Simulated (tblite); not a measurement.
# C3H12Ge2Si2: the cost of one run

Computed with tblite 0.8.0 and PySCF 2.14.0, with density-fitted response routines of our own, on a single molecule in the gas phase. Atoms are numbered from 0 throughout.

## Step 1: The starting structure

19 atoms, charge 0, multiplicity 1; geometry from: force field or distance geometry start.

Bonds of the start (Å): Ge0–Ge1 2.39, Ge1–Si2 2.30, Si2–Si3 2.25, Si3–C4 1.83, C4–C5 1.39, C5–C6 1.50, C6–Si3 1.73, Ge0–H7 1.54, Ge0–H8 1.55, Ge0–H9 1.55, Ge1–H10 1.56, Ge1–H11 1.56, Si2–H12 1.47, Si2–H13 1.47, Si3–H14 1.46, C4–H15 1.08, C5–H16 1.09, C6–H17 1.11, C6–H18 1.12.

## Step 2: Relaxing the molecule with GFN2-xTB

The job: settings as JSON, then the geometry in Å.

```
{"job": {"kind": "relax", "xc": "GFN2-xTB", "basis": "xTB"}, "charge": 0, "multiplicity": 1}
Ge     2.381700     1.131000     0.754300
Ge     1.491000    -1.037000     1.219000
Si     0.359200    -1.842700    -0.612800
Si    -1.439800    -0.555200    -1.029400
C     -1.049300     1.232600    -0.900800
C     -1.748000     1.442400     0.276700
C     -2.213500     0.022700     0.410400
H      3.049600     1.126500    -0.638000
H      1.234000     2.175000     0.777100
H      3.417000     1.508500     1.837700
H      2.665400    -2.005500     1.545800
H      0.538800    -0.968100     2.449800
H     -0.095300    -3.215700    -0.344000
H      1.242800    -1.821300    -1.789800
H     -2.341900    -0.896500    -2.130100
H     -0.468300     1.889500    -1.535200
H     -1.896600     2.325700     0.897900
H     -3.321600    -0.052300     0.345400
H     -1.815000    -0.450500     1.341200
```

The run is started by

```sh
> OMP_NUM_THREADS=1 python probes_run.py task.json out
```

One launch serves the whole session: the jobs run in the order shown.

**Question.** How long does this first job take on 1 thread of Arm Neoverse N1, shared host?

About 2.1 s.
